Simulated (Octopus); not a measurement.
# CuAu (P4/mmm) in Octopus: reference runs

Reference runs on CuAu: the cell as given.

Everything below comes from runs of Octopus 16.4. Logs are shortened: lines on timing, memory, paths and dates and some standing lists are left out, and cuts for length are marked.

## 1. The structure

It takes space group P4/mmm (No. 123, tetragonal). The conventional cell has a = 2.811 Å, b = 2.811 Å, c = 3.685 Å, α = 90.00°, β = 90.00°, γ = 90.00°. Au (site symmetry 4/mmm) has 8 Cu at 2.71 Å and 4 Au at 2.81 Å as nearest neighbours. Cu (site symmetry 4/mmm) is surrounded by 8 Au at 2.71 Å and 4 Cu at 2.81 Å.

## 2. Single point, PBEsol

inp

```
CalculationMode = gs
UnitsOutput = eV_Angstrom
PeriodicDimensions = 3
ExperimentalFeatures = yes
PseudopotentialSet = pseudodojo_pbesol
%LatticeParameters
 1*angstrom | 1*angstrom | 1*angstrom
%
%LatticeVectors
 2.8107494552 | 0 | 0
 0 | 2.8107494552 | 0
 0 | 0 | 3.685
%
%ReducedCoordinates
 "Au" | 0 | 0 | 0
 "Cu" | 0.5 | 0.5 | 0.5
%
%Spacing
 0.11242998*angstrom | 0.11242998*angstrom | 0.11166667*angstrom
%
DerivativesOrder = 8
%KPointsGrid
 9 | 9 | 7
%
KPointsUseSymmetries = yes
XCFunctional = gga_x_pbe_sol + gga_c_pbe_sol
SmearingFunction = fermi_dirac
Smearing = 0.05*eV
ExtraStates = 10
Eigensolver = chebyshev_filter
ConvRelDens = 3e-7
MaximumIter = 120
%Output
 density | cube
 elf | cube
 potential | cube
%
```

Potentials or basis: pseudodojo_pbesol (PseudoDojo 0.4, PBEsol).

Launch:

```sh
OMP_NUM_THREADS=1 octopus > out.log
```

out.log:

```text
Running octopus

Version                : 16.4
Optional libraries     :

************************** Calculation Mode **************************
Input: [CalculationMode = gs]
**********************************************************************

Input: [SpinComponents = unpolarized]

******************************* Space ********************************
Octopus will run in 3 dimension(s).
Octopus will treat the system as periodic in 3 dimension(s).
**********************************************************************

Input: [AllElectronType = no]
Input: [PseudopotentialSet = pseudodojo_pbesol]
Reading Coordinates from ReducedCoordinates block

****************************** Species *******************************
  Species 'Au'
    type             : pseudopotential
    file             : 'Au.upf'
    file format      : UPF2
    valence charge   : 19.0
    atomic number    :  79
    form on file     : kleinman-bylander
    lmax             : 3
    llocal           : -1
    projectors per l : 2
    total projectors : 8
    application form : kleinman-bylander
    orbitals         : 10
    bound orbitals   : 10

  Species 'Cu'
    type             : pseudopotential
    file             : 'Cu.upf'
    file format      : UPF2
    valence charge   : 19.0
    atomic number    :  29
    form on file     : kleinman-bylander
    lmax             : 2
    llocal           : -1
    projectors per l : 2
    total projectors : 6
    application form : kleinman-bylander
    orbitals         : 10
    bound orbitals   : 10

**********************************************************************

[... 288 lines left out ...]
Converged eigenvectors: 0

#  State  KPoint  Eigenvalue [eV]  Occupation    Error
      1       1     -103.757973    2.000000   ( 1.0E-07)
      1       3     -103.757969    2.000000   ( 5.6E-06)
      1       8     -103.757959    2.000000   ( 1.0E-05)
      1      19     -103.757952    2.000000   ( 2.6E-05)
      1       2     -103.757826    2.000000   ( 7.9E-06)
      1       5     -103.757822    2.000000   ( 1.5E-05)
      1      11     -103.757813    2.000000   ( 1.0E-05)
      1      22     -103.757806    2.000000   ( 1.7E-05)
[... 23 lines left out ...]
     29      10       34.462230    0.000000   ( 2.5E-01)
     29      54       34.571066    0.000000   ( 2.3E-01)
     29      47       34.657014    0.000000   ( 1.9E-01)
     29      13       34.908000    0.000000   ( 2.5E-01)
     29      53       35.909997    0.000000   ( 2.5E-01)
     29      58       36.294802    0.000000   ( 2.2E-01)
     29      16       36.404370    0.000000   ( 2.4E-01)
     29      59       37.946141    0.000000   ( 2.7E-01)

Density of states:

-----------------------------------------------------%----------------
-----------------------------------------------------%----------------
-----------------------------------------------------%----------------
---------------------%-------------------------------%----------------
---------------------%------------------------------%%----------------
---------------------%-----------------------------%%%----------------
---------------------%----%------------------------%%%----------------
---------------------%----%%-----------------------%%%%---------------
%--%-----------------%----%%-----------------------%%%%---%%%%%%%-----
%--%-----------------%----%%----------------------%%%%%%%%%%%%%%%%%%--
                                                      ^

Fermi energy =     7.235483 eV

**********************************************************************

*********************** SCF CYCLE ITER #    2 ************************
 etot  = -9.16737632E+03 abs_ev   =  5.07E+01 rel_ev   =  4.89E-02
 ediff =        6.21E+00 abs_dens =  1.09E+00 rel_dens =  2.87E-02
Matrix vector products: 1500
Converged eigenvectors: 0
[... 151 lines left out ...]
*********************** SCF CYCLE ITER #   15 ************************
 etot  = -9.16710358E+03 abs_ev   =  8.59E-05 rel_ev   =  8.23E-08
 ediff =        3.61E-06 abs_dens =  2.73E-06 rel_dens =  7.19E-08
Matrix vector products: 1500
Converged eigenvectors: 0

#  State  KPoint  Eigenvalue [eV]  Occupation    Error
      1       1     -105.800449    2.000000   ( 1.6E-07)
      1       3     -105.800445    2.000000   ( 1.6E-07)
      1       8     -105.800437    2.000000   ( 1.5E-07)
      1      19     -105.800431    2.000000   ( 1.7E-07)
      1       2     -105.800315    2.000000   ( 1.6E-07)
      1       5     -105.800312    2.000000   ( 1.6E-07)
      1      11     -105.800304    2.000000   ( 1.7E-07)
      1      22     -105.800298    2.000000   ( 1.7E-07)
[... 23 lines left out ...]
     29      23       30.687106    0.000000   ( 1.1E-02)
     29      35       30.910254    0.000000   ( 2.9E-02)
     29      48       31.200185    0.000000   ( 2.6E-02)
     29      47       31.279946    0.000000   ( 2.0E-02)
     29      55       32.023725    0.000000   ( 1.0E-02)
     29      60       32.040044    0.000000   ( 6.4E-03)
     29      58       32.084734    0.000000   ( 4.6E-02)
     29       1       32.415852    0.000000   ( 3.3E-02)

Density of states:

-------------------------------------------------------%--------------
-------------------------------------------------------%--------------
-------------------------------------------------------%--------------
---------------------%-----%---------------------------%--------------
---------------------%-----%-------------------------%%%--------------
---------------------%-----%-------------------------%%%--------------
---------------------%-----%-------------------------%%%--------------
---------------------%-----%-------------------------%%%---------%----
%--%-----------------%-----%-------------------------%%%---%%%%%%%%%--
%--%-----------------%-----%------------------------%%%%%%%%%%%%%%%%%-
                                                        ^

Fermi energy =     6.119674 eV

**********************************************************************

Info: SCF converged in   15 iterations

** Warning:
**   Some of the states are not fully converged!

Info: Number of matrix-vector products:      22500
Info: Writing output to static/

Info: Finished writing information to 'restart/gs'.

Octopus emitted 20 warnings.
```

It took 13 min on 1 thread of Intel Xeon Platinum 8375C at 2.90GHz (Ice Lake), shared host; peak memory 1.7 GiB.

Results:

| Item | Value |
| --- | --- |
| Free energy | -9167.1075 eV |
| Band gap on the k mesh | none (metal or under the smearing width) |

Levels at points of the mesh, in eV from the Fermi level:
| k point | band 17 | band 18 | band 19 | band 20 | band 21 | band 22 |
| --- | --- | --- | --- | --- | --- | --- |
| (0.00, 0.00, 0.00) | -1.59 | -1.38 | -1.38 | 2.05 | 8.01 | 9.98 |

The run has no spin-orbit coupling, so splittings on Au are missing.
